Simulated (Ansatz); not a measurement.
# Hf3C2: the cost of one run

Program: Ansatz 0.2.0. Level of theory: DFT PBE, scalar-relativistic, plane waves, PAW. These are calculated values, not measurements.

1 further run of the same task is left out (it didn't finish).

## Step 1: The system as given

Symmetry: P6mm, No. 183, hexagonal system. The conventional cell has a = 4.102 Å, b = 4.102 Å, c = 5.693 Å, α = 90.00°, β = 90.00°, γ = 120.00°. Hf (site symmetry 3m) is surrounded by 3 Hf at 2.37 Å and 3 C at 2.40 Å. Hf (site symmetry 6mm) is surrounded by 2 C at 1.50 to 1.75 Å. C (site symmetry 6mm) has 7 Hf at 1.75 to 2.40 Å as nearest neighbours. C (site symmetry 6mm) has 1 Hf at 1.50 Å as nearest neighbours.

Structure file:

```xyz
5
Lattice="4.1023 0.0000 0.0000 -2.0512 3.5527 0.0000 0.0000 0.0000 5.6929" Properties=species:S:1:pos:R:3 pbc="T T T"
Hf    0.0000    2.3685    3.6955
Hf    2.0512    1.1842    3.6955
Hf    0.0000    0.0000    1.5603
C     0.0000    0.0000    3.3121
C     0.0000    0.0000    0.0590
```

The cell is invented: random cell by space group and Wyckoff sites (P6mm, No. 183). Its size is a rough estimate.

## Step 2: A first look at the guess

input.yaml reads:

```yaml
crystal:
  lattice:
    - [4.10232479, 0.0, 0.0]
    - [-2.0511624, 3.55271749, 0.0]
    - [0.0, 0.0, 5.69285289]
  atoms:
    - { symbol: Hf, position: [0.33333333, 0.66666667, 0.64914764] }
    - { symbol: Hf, position: [0.66666667, 0.33333333, 0.64914764] }
    - { symbol: Hf, position: [0.0, 0.0, 0.27407574] }
    - { symbol: C, position: [0.0, 0.0, 0.58180845] }
    - { symbol: C, position: [0.0, 0.0, 0.01036549] }
basis:
  ecutwfc: 420
kpoints:
  mp_grid: { grid: [6, 6, 4] }
hamiltonian:
  xc: pbe
scf:
  occupations: { method: gaussian, width: 0.1 }
  lower_state_search: "off"
output:
  forces: true
  stress: true
  eigenvalues: true
```

The run is started by

```console
$ ansatz run input.yaml --threads 1 --pin off --max-ram 2560MiB --backend cpu --events-out ev --progress --plain --runs-dir out
```

Q: Estimate wall time and peak memory on 1 thread of Intel Xeon at 2.70GHz, shared host.

About 9 s, with a peak of 0.38 GiB.
